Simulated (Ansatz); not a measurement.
# AgF: a single-point run

Aim: a sound single-point run of AgF. The structure is shown as the input types it. The cell is built on a prototype (CsCl type) and needn't be the phase found in nature.

Program: Ansatz 0.2.0. Level of theory: density functional or hybrid calculation with the settings of its input, plane waves (as first typed). These are calculated values, not measurements.

1 further run of the same task is left out (it didn't finish).

## (1) The system as given

It takes space group Pm-3m (No. 221, cubic). The conventional cell has a = 2.976 Å, b = 2.976 Å, c = 2.976 Å, α = 90.00°, β = 90.00°, γ = 90.00°. Around Ag (site symmetry m-3m) lie 8 F at 2.58 Å. Around F (site symmetry m-3m) lie 8 Ag at 2.58 Å.

The input asks for a charge of +0.1 e on the cell.

As a file:

```xyz
2
Lattice="2.9756 0.0000 0.0000 0.0000 2.9756 0.0000 0.0000 0.0000 2.9756" Properties=species:S:1:pos:R:3 pbc="T T T"
Ag    0.0000    0.0000    0.0000
F     1.4878    1.4878    1.4878
```

## (2) Input and run

File input.yaml:

```yaml
crystal:
  lattice:
    - [2.9756423061, 0.0, 0.0]
    - [0.0, 2.9756423061, 0.0]
    - [0.0, 0.0, 2.9756423061]
  atoms:
    - { symbol: Ag, position: [0.0, 0.0, 0.0] }
    - { symbol: F, position: [0.5, 0.5, 0.5] }
kpoints:
  mp_grid: { grid: [4, 4, 4] }
hamiltonian:
  xc: hse06
scf:
  occupations: { method: fermi_dirac, width: 0.02 }
  n_extra_bands: 4
  max_iter: 67
output:
  forces: true
  stress: true
  eigenvalues: true
total_charge: 0.1
```

Started as:

```console
$ ansatz run input.yaml --threads 4 --pin off --max-ram 3686MiB --backend cpu --events-out ev --progress --plain --runs-dir out
```

Q: Will this input give a usable result? If not, why, and what should change?

The program finished normally, with warnings (filled band counts differ across k points, stress exchange threshold loose, stress scf threshold loose). Its log warns: «output.stress: scf.convergence.dr2_threshold = 1e-7 eV (the SCF's general default) is looser than the 2e-10 eV advised for a printed stress (1e-10 eV for each atom of the ...»

Look at the input: total_charge is 0.1. With this charge the calculation describes a differently charged system.

To check: delete total_charge (the default then holds).
